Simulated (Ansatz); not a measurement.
# HfB2: the cost of one run

Computed with Ansatz 0.2.0 through its Python package. Level of theory: DFT PBEsol, all-electron LAPW.

### Step 1. The structure

Symmetry: P6/mmm, No. 191, hexagonal system. Conventional cell: a = 3.140 Å, b = 3.140 Å, c = 3.480 Å, α = 90.00°, β = 90.00°, γ = 120.00°. Hf (site symmetry 6/mmm) is surrounded by 12 B at 2.51 Å. B (site symmetry -6m2) has 3 B at 1.81 Å and 6 Hf at 2.51 Å as nearest neighbours.

The script holds or builds the structure itself.

### Step 2. Script

The input, run_eos_lapw.py:

```python
"""E(V) of HfB2 on LAPW."""

from dataclasses import dataclass
import warnings

import ansatz as az
from ase.eos import EquationOfState
from ase.units import GPa
import numpy as np


@dataclass(frozen=True)
class Options:
    smearing: str = "fermi_dirac"
    sigma: float = 0.1
    kgrid: tuple[int, ...] = (10, 10, 8)


cfg = Options()

vectors0 = np.array([
    [3.14, 0.0, 0.0],
    [-1.57, 2.71931977, 0.0],
    [0.0, 0.0, 3.48],
])
sites = [
    ("Hf", (0.0, 0.0, 0.0)),
    ("B", (1 / 3, 2 / 3, 0.5)),
    ("B", (2 / 3, 1 / 3, 0.5)),
]


def crystal_on(cell):
    crystal = az.Crystal(lattice=az.Lattice.of(cell))
    for symbol, position in sites:
        crystal = crystal.atom(symbol, position)
    return crystal


def main() -> None:
    warnings.simplefilter("ignore", az.DeckWarning)

    volumes, energies = [], []
    for scale in np.linspace(0.92, 1.08, 5):
        cell = vectors0 * scale ** (1 / 3)
        calc = (
            crystal_on(cell).calculation()
            .functional(az.Functional.PBESOL)
            .occupations(cfg.smearing, width=cfg.sigma)
            .kpoints(*cfg.kgrid)
            .pseudopotentials("all_electron", lapw=True, basis_error=0.002)
        )
        rep = calc.run(threads=1).report
        volumes.append(abs(np.linalg.det(cell)) / len(sites))
        energies.append(rep["free_energy_ev"] / len(sites))
        print(f"{scale:.3f} {volumes[-1]:9.4f} A^3/atom {energies[-1]:16.5f} eV/atom  (estimated basis error {1000 * rep['lapw_basis_errors']['total_ev_per_atom']:.2f} meV/atom)")
    v0, e0, bulk = EquationOfState(volumes, energies, eos="birchmurnaghan").fit()
    print(f"V0 = {v0:.4f} A^3/atom, B0 = {bulk / GPa:.1f} GPa")


if __name__ == "__main__":
    main()
```

### Step 3. The input behind the calls

The package turns the script's settings into the engine's input (first run):

```yaml
crystal:
  lattice:
    - [3.053928914327208, 0.0, 0.0]
    - [-1.526964457163604, 2.644780023218029, 0.0]
    - [0.0, 0.0, 3.3846091152416187]
  atoms:
    - { symbol: Hf, position: [0.0, 0.0, 0.0] }
    - { symbol: B, position: [0.3333333333333333, 0.6666666666666666, 0.5] }
    - { symbol: B, position: [0.6666666666666666, 0.3333333333333333, 0.5] }
kpoints:
  mp_grid:
    grid: [10, 10, 8]
hamiltonian:
  xc: pbesol
  pseudopotentials:
    kind: all_electron
    lapw:
      basis_error: 0.002
scf:
  occupations:
    method: fermi_dirac
    width: 0.1
```

### Step 4. Launch

The run is started by

```sh
$ python run_eos_lapw.py
```

Q: Estimate wall time and peak memory on 1 thread of Intel Xeon Platinum 8488C (Sapphire Rapids), shared host.

About 45 s, with a peak of 0.45 GiB.
